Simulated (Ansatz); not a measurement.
# C₆H₄N₂: vertical ionisation energy

The task here is to estimate one member of a computed series from the others.

The runs use Ansatz 0.2.0, Gaussian basis; unrestricted cation, the program's frozen cores in correlated methods.

Levels to be run: UKS PBE-D4/def2-TZVPP; UKS r2SCAN-D4/def2-TZVPP; UKS PBE0-D4/def2-TZVPP; UKS B3LYP-D4/def2-TZVPP; UKS wB97X-V/def2-TZVPP; UKS wB97M-V/def2-TZVPP; UKS B2PLYP/def2-TZVPP; UHF-CCSD(T)/def2-TZVPP; UHF-MP2/def2-QZVPP; extrapolation to the limit; then −ε(HOMO) from the neutral's earlier runs with LDA (SPW92), PBE-D4, revPBE-D4, BLYP-D4, r2SCAN-D4, B97M-V, PBE0-D4, B3LYP-D4, r2SCANh-D4, r2SCAN0-D4, HSE06-D4, BHLYP-D4, CAM-B3LYP-D4, LC-ωPBE, ωB97X-V, ωB97M-V.

**The relaxed structure**

All runs share one geometry, relaxed beforehand with PBE0-D4 in a triple-zeta def2 set.

SMILES `N#Cc1ccncc1`, 12 atoms, charge 0, spin multiplicity 1.

Atoms are counted from 1 here; the program's logs count them from 0.

Bond lengths: N1–C2 1.151 Å, C2–C3 1.428 Å, C3–C4 1.391 Å, C3–C8 1.391 Å, C4–C5 1.385 Å, C4–H9 1.082 Å, C5–N6 1.328 Å, C5–H10 1.086 Å, N6–C7 1.328 Å, C7–C8 1.385 Å, C7–H11 1.086 Å, C8–H12 1.082 Å. Angles: N1–C2–C3 180.0°, C2–C3–C4 120.6°, C2–C3–C8 120.6°, C4–C3–C8 118.9°, C3–C4–C5 118.0°, C3–C4–H9 120.8°, C5–C4–H9 121.2°, C4–C5–N6 123.7°, C4–C5–H10 120.0°, N6–C5–H10 116.3°, C5–N6–C7 117.6°, N6–C7–C8 123.7°, N6–C7–H11 116.3°, C8–C7–H11 120.0°, C3–C8–C7 118.0°, C3–C8–H12 120.8°, C7–C8–H12 121.2°.

Geometry (Å):

```tsv
atom	x (Å)	y (Å)	z (Å)
N1	1.7132	-1.0024	2.7857
C2	1.1366	-0.6652	1.8483
C3	0.4214	-0.2467	0.6854
C4	0.3063	1.1043	0.3738
C5	-0.3990	1.4509	-0.7668
N6	-0.9700	0.5678	-1.5777
C7	-0.8526	-0.7184	-1.2687
C8	-0.1721	-1.1830	-0.1553
H9	0.7554	1.8597	1.0056
H10	-0.5089	2.4960	-1.0404
H11	-1.3277	-1.4210	-1.9467
H12	-0.1025	-2.2421	0.0568
```

The first run:

in.yaml

```yaml
crystal:
  periodic: [false, false, false]
  atoms:
    - {symbol: N, position_ang: [1.713165, -1.002380, 2.785662]}
    - {symbol: C, position_ang: [1.136617, -0.665165, 1.848324]}
    - {symbol: C, position_ang: [0.421371, -0.246701, 0.685410]}
    - {symbol: C, position_ang: [0.306262, 1.104297, 0.373813]}
    - {symbol: C, position_ang: [-0.399035, 1.450929, -0.766840]}
    - {symbol: N, position_ang: [-0.970002, 0.567764, -1.577661]}
    - {symbol: C, position_ang: [-0.852591, -0.718384, -1.268715]}
    - {symbol: C, position_ang: [-0.172101, -1.182981, -0.155258]}
    - {symbol: H, position_ang: [0.755419, 1.859684, 1.005554]}
    - {symbol: H, position_ang: [-0.508882, 2.496034, -1.040379]}
    - {symbol: H, position_ang: [-1.327698, -1.421047, -1.946709]}
    - {symbol: H, position_ang: [-0.102513, -2.242052, 0.056810]}
basis:
  gaussian: {orbitals: def2-TZVPP}
total_charge: 1
magnetization: {spin_polarized: true, initial_magnetization: 1}
hamiltonian: {xc: pbe, dispersion: d4}
```

Command:

```console
$ ansatz run in.yaml --threads 2 --pin off --events-out ev --progress --plain --max-ram 22528MiB --backend cuda --devices 0, --max-vram 18GiB
```

Steps of the session up to this table: Cation, UKS PBE-D4/def2-TZVPP; Cation, UKS r2SCAN-D4/def2-TZVPP; Cation, UKS PBE0-D4/def2-TZVPP; Cation, UKS B3LYP-D4/def2-TZVPP; Cation, UKS wB97X-V/def2-TZVPP; Cation, UKS wB97M-V/def2-TZVPP; Cation, UKS B2PLYP (frozen core)/def2-TZVPP; Cation, UHF-CCSD(T)/def2-TZVPP; Cation, UHF-MP2/def2-QZVPP.

One table of the session follows, with a row left open; its other results are not shown here.

It belongs to the step «Ionisation energies side by side». For comparison, −ε(HOMO) of the neutral from earlier runs:

```
  functional  −ε(HOMO) (eV)
 LDA (SPW92)           6.64
      PBE-D4           6.53
   revPBE-D4           6.47
     BLYP-D4           6.42
   r2SCAN-D4              ?
      B97M-V           7.07
     PBE0-D4           8.14
    B3LYP-D4           7.88
  r2SCANh-D4           7.48
  r2SCAN0-D4           8.38
    HSE06-D4           7.73
    BHLYP-D4           9.21
CAM-B3LYP-D4           9.60
     LC-ωPBE          10.95
     ωB97X-V          10.59
     ωB97M-V          10.51
```

**Question.** Estimate the row for r2SCAN-D4.

Worked estimate for «−ε(HOMO) (eV)». Against the share of exact exchange, r2SCANh-D4 (0.1, 7.48), r2SCAN0-D4 (0.25, 8.38) give a slope of 6.00 per unit share; at 0 the line stands at 6.88.

**Answer.** −ε(HOMO) (eV): 6.88. In «−ε(HOMO) (eV)» the line misses by 0.00.
